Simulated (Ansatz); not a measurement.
# BeSe− (doublet): the correlation ladder, aug-cc-pVDZ

How much of the correlation energy of BeSe− (doublet) does each wave-function method recover here?

Computed with Ansatz 0.2.0, Gaussian basis. Level: aug-cc-pVDZ, core rule «outside noble gas», up to 15 orbitals frozen.

To be run: UHF; CCSD(T) on ROHF; CCSD(T) on UHF; BCCD(T) on ROHF; CISD as a restricted active space (open shells left free, so some higher excitations enter); CCSDT(Q) on ROHF; CCSDT(Q) on UHF.

20 further runs of the same task are left out: 9 for a known fault of the program, 6 that didn't finish, 5 set aside as unsound or not needed. Runs told in other sessions of the task aren't counted.

## (1) The system

The geometry is a PBE0/def2-TZVPD stationary point (not a proven minimum). No spin-orbit coupling is included. The filled d shell of Se may be among the frozen orbitals whatever the setting's name suggests.

2 atoms, charge -1, spin multiplicity 2.

Atoms are counted from 1 here; the program's logs count them from 0.

Bond lengths: Se1–Be2 1.949 Å.

## (2) UHF

File in.yaml:

```yaml
crystal:
  periodic: [false, false, false]
  atoms:
    - {symbol: Se, position_ang: [0.000000, 0.000000, 0.000000]}
    - {symbol: Be, position_ang: [0.000000, 0.000000, 1.948600]}
basis:
  gaussian: {orbitals: aug-cc-pVDZ}
total_charge: -1
magnetization: {spin_polarized: true, initial_magnetization: 1}
hamiltonian: {xc: hf}
output: {orbitals: {seedname: orbitals}}
```

The run is started by

```bash
$ ansatz run in.yaml --threads 1 --pin off --events-out ev --progress --plain --max-ram 2393MiB
```

The runs that follow: CCSD(T) on ROHF; CCSD(T) on UHF; BCCD(T) on ROHF; CISD as a restricted active space (open shells left free, so some higher excitations enter); CCSDT(Q) on ROHF; CCSDT(Q) on UHF.

Q: Predict the results of all the runs planned. Wanted: UCCSDT(Q) from the RHF energy; RMP2 from UCCSDT(Q); UMP2 from UCCSDT(Q); RCCSD from UCCSDT(Q); RCCSD(T) from UCCSDT(Q); UCCSD(T) from UCCSDT(Q); RCCSDT(Q) from UCCSDT(Q); T1 diagnostic.

The runs gave:

| quantity | value |
| --- | --- |
| UCCSDT(Q) from the ROHF energy | -4.8080 eV |
| RMP2 from UCCSDT(Q) | +64.8 kJ/mol |
| UMP2 from UCCSDT(Q) | +63.8 kJ/mol |
| RCCSD from UCCSDT(Q) | +25.7 kJ/mol |
| RCCSD(T) from UCCSDT(Q) | +4.1 kJ/mol |
| UCCSD(T) from UCCSDT(Q) | +4.1 kJ/mol |
| RCCSDT(Q) from UCCSDT(Q) | +0.4 kJ/mol |
| levels within 1 kcal/mol (43 meV) | RCCSD(T), UCCSD(T), RCCSDT, UCCSDT, RCCSDT(Q) |
| T1 diagnostic | 0.029 |

**Reading.** RCCSD(T) lands +4.1 kJ/mol from the yardstick (0.9 % of the correlation energy). These misses are within one basis, not against nature; the frozen cores of restricted and unrestricted runs differ, which can shift their rows.

With open shells the CI space here admits some higher excitations, so it is larger than plain CISD.
